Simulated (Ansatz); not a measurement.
# CH₄ClFSi₂ with the probe HF: a probe moved round a molecule

How does the energy of CH₄ClFSi₂ (SMILES F[Si]1(Cl)C[SiH2]1) with the probe HF change over two coordinates at once? A grid of runs gives the map.

The runs use Ansatz 0.2.0; RKS PBE0-D4/def2-SVP.

## 1. Starting geometry

SMILES `F[Si]1(Cl)C[SiH2]1`, 9 atoms, charge 0, spin multiplicity 1.

Atoms are counted from 1 here; the program's logs count them from 0.

Bond lengths: F1–Si2 1.637 Å, Si2–Cl3 2.067 Å, Si2–C4 1.870 Å, Si2–Si5 2.257 Å, C4–Si5 1.970 Å, C4–H6 1.107 Å, C4–H7 1.109 Å, Si5–H8 1.500 Å, Si5–H9 1.500 Å. Angles: F1–Si2–Cl3 108.8°, F1–Si2–C4 116.4°, F1–Si2–Si5 123.6°, Cl3–Si2–C4 117.7°, Cl3–Si2–Si5 124.0°, C4–Si2–Si5 56.1°, Si2–C4–Si5 72.0°, Si2–C4–H6 120.1°, Si2–C4–H7 117.0°, Si5–C4–H6 117.6°, Si5–C4–H7 114.4°, H6–C4–H7 110.9°, Si2–Si5–C4 52.0°, Si2–Si5–H8 123.1°, Si2–Si5–H9 121.8°, C4–Si5–H8 115.2°, C4–Si5–H9 115.9°, H8–Si5–H9 113.1°.

Coordinates:

| atom | x (Å) | y (Å) | z (Å) |
| --- | --- | --- | --- |
| F1 | -2.47754 | 0.23822 | 0.35199 |
| Si2 | -0.90562 | 0.01225 | 0.75076 |
| Cl3 | -0.70900 | 0.17294 | 2.80235 |
| C4 | 0.35585 | 0.89129 | -0.31399 |
| Si5 | 0.57891 | -1.04789 | -0.57903 |
| H6 | 1.19131 | 1.44349 | 0.15764 |
| H7 | -0.02666 | 1.43401 | -1.20174 |
| H8 | 0.23761 | -1.54844 | -1.95143 |
| H9 | 1.84352 | -1.64218 | -0.03374 |

This geometry comes from a loose relaxation at PBE in a small basis, which is not shown.

## 4. The grid

The probe is moved over a plane parallel to the molecule's main plane, 4.38 Å above it (x and y are the axes of that plane, centred on the molecule).

First coordinate, x of the probe's F atom: 19 values from −4.32 Å. Second coordinate, y of the probe's F atom: 13 values from −2.88 Å.

Nothing else is relaxed (molecule and probe rigid, the probe upright with F nearest the plane). Energies count from molecule and probe far apart, each relaxed in its own basis (no counterpoise correction). Points are written as (first, second).

The probe HF moves over a plane: parallel to the molecule's main plane, 4.38 Å above it. The molecule is turned into the frame of its main axes, as the inputs below show.

(The set-up runs are not shown.)

## 5. Grid point (3.36 Å, −0.96 Å)

Contents of input.yaml:

```yaml
crystal:
  periodic: [false, false, false]
  atoms:
    - { symbol: F, position_ang: [0.934888, -1.598152, -0.100018] }
    - { symbol: Si, position_ang: [0.271238, -0.120828, -0.0957] }
    - { symbol: Cl, position_ang: [1.778774, 1.267989, -0.054016] }
    - { symbol: C, position_ang: [-1.172211, 0.138814, 1.04334] }
    - { symbol: Si, position_ang: [-1.812688, 0.312177, -0.793606] }
    - { symbol: H, position_ang: [-1.211145, 1.032464, 1.682027] }
    - { symbol: H, position_ang: [-1.551982, -0.745465, 1.577388] }
    - { symbol: H, position_ang: [-2.751605, -0.751943, -1.24312] }
    - { symbol: H, position_ang: [-2.225947, 1.679532, -1.212194] }
    - { symbol: F, position_ang: [3.36, -0.96, 4.38] }
    - { symbol: H, position_ang: [3.36, -0.96, 5.300246] }
basis:
  gaussian: { orbitals: def2-SVP }
hamiltonian:
  xc: pbe0
  dispersion: d4
output:
  forces: true
```

Command:

```console
$ ansatz run input.yaml --threads 1 --pin off --max-ram 2560MiB --backend cpu --events-out ev --progress --plain --runs-dir out
```

Further runs follow: the other points that were computed.

Q: Predict the outcome of this session. Wanted: lowest point; highest computed point; dipole moment.

**Answer**, as computed:

```
               quantity                                                                             value
           lowest point                                                        (−1.44 Å, 0.96 Å), −77 meV
 highest computed point                                        (3.84 Å, −2.88 Å), 86 meV above the lowest
      dipole moment (D)  2.87 at (4.32 Å, −0.48 Å) to 3.21 at (−1.92 Å, 0.48 Å); 3.20 at the lowest point
time for the whole task                                                   27 min on 1 thread, shared host
```

What this shows: The lowest computed point is at (−1.44 Å, 0.96 Å), −77 meV from molecule and probe far apart, each relaxed in its own basis (no counterpoise correction). The grid is coarse, so the lowest point of the scanned range may lie between grid points; coordinates that were held can hide deeper minima. The grid shows no well of another kind. The highest computed point, (3.84 Å, −2.88 Å), lies 86 meV above the lowest. Near the minimum the curvatures are about 0.0058 and 0.023 eV/Å² along the soft and the stiff direction. No counterpoise correction was made, so wells between separate parts tend to come out somewhat too deep.
